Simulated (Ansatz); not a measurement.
Relaxation of a periodic cell of 17 atoms, Mg8HO8 (host MgO, host structure Fm-3m, interstitial H), cell charge +1, to a largest force component of 0.03 eV/Å in at most 60 steps.

The calculation used DFT PBE, scalar-relativistic, plane waves, PAW in Ansatz. Settings: PAW set soft_1, cutoff 420 eV, k mesh 2x2x2, fermi-dirac smearing 0.05 eV, no spin polarisation.

```xyz
17
Lattice="0.0000 3.9770 3.9770 3.9770 0.0000 3.9770 3.9770 3.9770 0.0000" Properties=species:S:1:pos:R:3:forces:R:3
Mg 0.000 0.000 0.000 1.64 1.78 1.75
O 1.988 1.988 1.988 -0.01 -0.01 -0.01
Mg 1.988 1.988 0.000 -1.78 -1.65 1.76
O 3.977 3.977 1.988 0.01 0.01 -0.01
Mg 1.988 0.000 1.988 -1.72 1.72 -1.61
O 3.977 1.988 3.977 0.01 -0.01 0.01
Mg 3.977 1.988 1.988 -0.75 0.75 0.77
O 5.965 3.977 3.977 0.53 -0.53 -0.53
Mg 0.000 1.988 1.988 1.95 -1.95 -1.98
O 1.988 3.977 3.977 -0.01 0.01 0.01
Mg 1.988 3.977 1.988 0.74 -0.75 0.68
O 3.977 5.965 3.977 -0.65 0.65 -0.68
Mg 1.988 1.988 3.977 0.76 0.68 -0.75
O 3.977 3.977 5.965 -0.62 -0.66 0.63
Mg 3.977 3.977 3.977 -0.68 -0.76 -0.75
O 5.965 5.965 5.965 0.66 0.62 0.63
H 6.984 6.934 6.943 -0.09 0.09 0.08
```

Task: Where does it end, and by what steps?

Result: The forces met the threshold. Limits of this set-up: coarse k mesh, charged cell in a uniform background, uncorrected. After 12 steps the energy has fallen by 1.746 eV; H17 moved furthest, 0.64 Å. Parted: Mg5–H17. Joined: O12–H17.

```
step  energy less start (eV)  largest force component (eV/Å)  accepted
   0                  0.0000                           1.977       yes
   1                 -0.5634                           0.912       yes
   2                 -0.7293                           0.097       yes
   3                 -0.7371                           0.177       yes
   4                 -0.7763                           0.330       yes
   5                 -0.8254                           0.566       yes
   6                 -0.9197                           0.983       yes
   7                 -1.3379                           1.518       yes
   8                 -1.6848                           0.888       yes
   9                 -1.7387                           0.481       yes
  10                 -1.7462                           0.038       yes
  11                 -1.7462                           0.038       yes
  12                 -1.7463                           0.002       yes
```

```xyz
17
Lattice="0.0000 3.9770 3.9770 3.9770 0.0000 3.9770 3.9770 3.9770 0.0000" Properties=species:S:1:pos:R:3
Mg 0.016 0.139 0.014
O 1.968 1.999 1.965
Mg 1.850 1.972 0.014
O 3.967 3.998 1.965
Mg 1.979 0.009 1.977
O 3.926 2.039 3.924
Mg 3.948 2.017 1.982
O 5.963 3.980 3.961
Mg 0.016 1.972 1.847
O 1.968 3.998 3.965
Mg 1.976 3.989 1.974
O 3.932 6.011 3.929
Mg 1.984 2.017 3.946
O 3.963 3.980 5.960
Mg 3.948 3.981 3.946
O 5.963 5.979 5.961
H 7.340 6.579 7.337
```

Whether the end is a true minimum wasn't checked by a vibrational analysis.

Run time: 51 s on 1 thread of Arm Neoverse V1, with other jobs on the host, peak memory 0.39 GiB.
